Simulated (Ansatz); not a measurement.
# ZnC2: the cost of one run

Program: Ansatz 0.2.0. Level of theory: DFT PBE, scalar-relativistic, plane waves, PAW. These are calculated values, not measurements.

1 further run of the same task is left out (set aside as unsound or not needed).

## (1) Starting point

Symmetry: I4/mmm, No. 139, tetragonal system. The conventional cell has a = 4.301 Å, b = 4.301 Å, c = 5.026 Å, α = 90.00°, β = 90.00°, γ = 90.00°. Around Zn (site symmetry 4/mmm) lie 2 C at 1.89 Å. C (site symmetry 4mm) has 1 C at 1.24 Å as nearest neighbours.

Structure file:

```
Zn C
1.0
    -2.15028    2.15028    2.51315
     2.15028   -2.15028    2.51315
     2.15028    2.15028   -2.51315
Zn C
1 2
Direct
  0.00000 0.00000 0.00000
  0.62331 0.62331 0.00000
  0.37669 0.37669 0.00000
```

This is a trial structure built by rule; it need not be a known or stable form of this composition.

This cell was relaxed beforehand with the same method: volume 15.49 Å³/atom, gap on the mesh 3.71 eV.

It is a trial structure (swap of Ca by Zn in CaC2), so another structure or a mixture of phases may lie lower.

## (2) Relaxing at 41 GPa

What is minimised here is the enthalpy; the energy can go up as the cell is squeezed.

The input, input.yaml:

```yaml
crystal:
  lattice:
    - [-2.1502781349, 2.1502781349, 2.5131542088]
    - [2.1502781349, -2.1502781349, 2.5131542088]
    - [2.1502781349, 2.1502781349, -2.5131542088]
  atoms:
    - { symbol: Zn, position: [0.0, 0.0, 0.0] }
    - { symbol: C, position: [0.6233051663, 0.6233051663, 0.0] }
    - { symbol: C, position: [0.3766948337, 0.3766948337, 0.0] }
basis:
  ecutwfc: 420
kpoints:
  mp_grid: { grid: [8, 8, 8] }
hamiltonian:
  xc: pbe
scf:
  occupations: { method: fixed }
output:
  forces: true
  stress: true
  eigenvalues: true
relax:
  adjacent_minimum: "off"
  f_tol: 0.001
  max_steps: 60
  cell: { stress_tol: 0.02, p_target: 41.0 }
```

What time and memory should one allow on 1 thread of an x86-64 CPU, shared host?

About 26 s, with a peak of 0.43 GiB.
